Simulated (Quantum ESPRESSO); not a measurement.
Here is a Quantum ESPRESSO 7.5 calculation.

The input run.py:

```python
import numpy as np
from ase.calculators.espresso import Espresso, EspressoProfile
from ase.io import read

atoms = read('POSCAR')

input_data = {
    'control': {'calculation': 'scf', 'prefix': 'pwscf', 'outdir': './tmp', 'tprnfor': True, 'tstress': True, 'disk_io': 'nowf'},
    'system': {'ecutwfc': 60.0, 'ecutrho': 480.0, 'nbnd': 20, 'occupations': 'smearing', 'smearing': 'fd', 'degauss': 0.00367493},
    'electrons': {'conv_thr': 4e-10, 'electron_maxstep': 120, 'mixing_beta': 0.5},
}
pseudopotentials = {'Sn': 'Sn_pbe_v1.uspp.F.UPF', 'Ti': 'ti_pbe_v1.4.uspp.F.UPF'}
profile = EspressoProfile(command='pw.x', pseudo_dir='pseudo')
dft = Espresso(profile=profile, input_data=input_data, pseudopotentials=pseudopotentials, kpts=(8, 8, 8), koffset=(0, 0, 0))
atoms.calc = dft

print(f'energy {atoms.get_potential_energy():.8f} eV')
print('forces (eV/A)')
print(np.round(atoms.get_forces(), 6))
print('stress (eV/A^3, Voigt)')
print(np.round(atoms.get_stress(), 8))
print(f'Fermi level {dft.get_fermi_level():.4f} eV')
```

Contents of POSCAR:

```
TiSn
1.0
    0.0000000000      2.8005500000      2.8005500000
    2.8005500000      0.0000000000      2.8005500000
    2.8005500000      2.8005500000      0.0000000000
Ti Sn
1 1
Direct
    0.0000000000      0.0000000000      0.0000000000
    0.5000000000      0.5000000000      0.5000000000
```

Potentials or basis: SSSP 1.3 efficiency PBE.

Command:

```sh
$ OMP_NUM_THREADS=1 python run.py
```

(1) What does it give for the pressure?

(2) Estimate the band gap on the k mesh.

Answers

(1) 0.0 GPa.

(2) none (metal or under the smearing width).
